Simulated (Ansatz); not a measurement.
Below is the output of a Python script on the Python package of Ansatz (0.2.0) that makes a ladder of methods at one geometry of BH₇OSi₂, SMILES B[SiH2][SiH2]O. Write a script that gives it. Use (for the species named): MP2, cc-pVDZ basis, multiplicity 1. The script varies method: mp2, ccsd, ccsd_t.

```xyz
11

B    -1.0965    1.8001   -0.1493
Si   -0.7914   -0.0317   -0.5085
Si    0.9731   -0.6608    0.6480
O     1.4044   -2.3101    0.3589
H    -1.1273    2.6157   -1.0671
H    -1.3675    2.2242    0.9390
H    -1.9213   -0.8320   -0.0957
H    -0.4923   -0.2068   -1.9488
H     0.7494   -0.4475    2.1374
H     2.1666    0.1497    0.2812
H     1.5683   -2.3577   -0.5744
```

Output of `python methods_bh7osi2.py`:
```text
Hartree-Fock reference -681.463226 Ha
mp2      total -681.937503 Ha  correlation  -12.9057 eV  (86.2 % of the last)
ccsd     total -682.000305 Ha  correlation  -14.6147 eV  (97.6 % of the last)
ccsd_t   total -682.013578 Ha  correlation  -14.9758 eV  (100.0 % of the last)
```

One script that gives this output:

Script `methods_bh7osi2.py`:
```python
"""One geometry of BH7OSi2, method by method."""

import warnings

import ansatz as az
from ase import Atoms


def main() -> None:
    warnings.simplefilter("ignore", az.DeckWarning)

    atoms = Atoms(["B", "Si", "Si", "O", "H", "H", "H", "H", "H", "H", "H"], positions=[
        (-1.0965, 1.8001, -0.1493),
        (-0.7914, -0.0317, -0.5085),
        (0.9731, -0.6608, 0.648),
        (1.4044, -2.3101, 0.3589),
        (-1.1273, 2.6157, -1.0671),
        (-1.3675, 2.2242, 0.939),
        (-1.9213, -0.832, -0.0957),
        (-0.4923, -0.2068, -1.9488),
        (0.7494, -0.4475, 2.1374),
        (2.1666, 0.1497, 0.2812),
        (1.5683, -2.3577, -0.5744),
    ])
    system = az.Crystal.molecule_from_ase(atoms)

    calc = system.calculation().basis(gaussian="cc-pVDZ")

    methods = ["mp2", "ccsd", "ccsd_t"]
    reports = [calc.correlation(m).run(threads=1, backend="cpu").report for m in methods]
    print(f"Hartree-Fock reference {reports[0]['reference_energy_ev'] / 27.211386246:.6f} Ha")
    best = reports[-1]["free_energy_ev"] - reports[-1]["reference_energy_ev"]
    for method, each in zip(methods, reports):
        gained = each["free_energy_ev"] - each["reference_energy_ev"]
        print(f"{method:8s} total {each['free_energy_ev'] / 27.211386246:.6f} Ha  correlation {gained:9.4f} eV  ({100 * gained / best:.1f} % of the last)")


if __name__ == "__main__":
    main()
```

What to keep in mind:
- Total energies depend on the basis set; only differences at equal settings carry meaning.
- The geometry is a force-field or estimated start, not a minimum of this method, and the basis set is short of its limit. A lower total doesn't mark the better method: functionals have no common bound, and MP2 and coupled cluster aren't variational.
- Inner cores stay frozen, so this is valence correlation.
- For Al to Cl the sets with a tight d function, cc-pV(X+d)Z, are usual.
- Hardware and time: 17 s on 1 thread of Arm Neoverse V2 (shared host), peak memory 0.43 GiB.
